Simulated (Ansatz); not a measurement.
# DyGaH4: the cost of one run

Method: DFT PBE, scalar-relativistic, plane waves, PAW; 4f electrons in the core of a trivalent norm-conserving potential, in Ansatz 0.2.0.

1 further run of the same task is left out (it didn't finish). Runs told in other sessions of the task aren't counted.

## 1. The structure to begin with

The structure is hexagonal, space group P6/mmm (No. 191). The conventional cell has a = 3.152 Å, b = 3.152 Å, c = 5.568 Å, α = 90.00°, β = 90.00°, γ = 120.00°. Dy (site symmetry 6/mmm) has 12 H at 2.55 Å and 2 Ga at 2.78 Å in its first shell of neighbours. Around Ga (site symmetry 6/mmm) lie 12 H at 2.08 Å. H (site symmetry 3m) is surrounded by 4 H at 1.82 to 2.00 Å and 3 Ga at 2.08 Å and 3 Dy at 2.55 Å.

As a file:

```xyz
6
Lattice="3.1515 0.0000 0.0000 -1.5758 2.7293 0.0000 0.0000 0.0000 5.5682" Properties=species:S:1:pos:R:3 pbc="T T T"
Dy    0.0000    0.0000    2.7841
Ga    0.0000    0.0000    0.0000
H     0.0000    1.8195    0.9994
H     1.5758    0.9098    0.9994
H     1.5758    0.9098    4.5688
H     0.0000    1.8195    4.5688
```

Recipe of the guess: random cell by space group and Wyckoff sites (P6/mmm, No. 191). Its size is a rough estimate.

## 2. The guess as it stands, on a coarse mesh

input.yaml

```yaml
crystal:
  lattice:
    - [3.15151315, 0.0, 0.0]
    - [-1.57575658, 2.72929045, 0.0]
    - [0.0, 0.0, 5.56819549]
  atoms:
    - { symbol: Dy, position: [0.0, 0.0, 0.5] }
    - { symbol: Ga, position: [0.0, 0.0, 0.0] }
    - { symbol: H, position: [0.33333333, 0.66666667, 0.1794886] }
    - { symbol: H, position: [0.66666667, 0.33333333, 0.1794886] }
    - { symbol: H, position: [0.66666667, 0.33333333, 0.8205114] }
    - { symbol: H, position: [0.33333333, 0.66666667, 0.8205114] }
basis:
  ecutwfc: 630
kpoints:
  mp_grid: { grid: [6, 6, 4] }
hamiltonian:
  xc: pbe
  pseudopotentials:
    kind: paw
    azcp: { Dy: "pseudopotentials/pbe/nc/lanthanide_3plus/Dy.nc.azcp" }
scf:
  occupations: { method: gaussian, width: 0.1 }
  lower_state_search: "off"
output:
  forces: true
  stress: true
  eigenvalues: true
```

On the command line:

```console
$ ansatz run input.yaml --threads 1 --pin off --max-ram 2560MiB --backend cpu --events-out ev --progress --plain --runs-dir out
```

What time and memory should one allow on 1 thread of Intel Xeon at 2.50GHz (Skylake/Cascade Lake), shared host?

About 6 s, with a peak of 0.35 GiB.
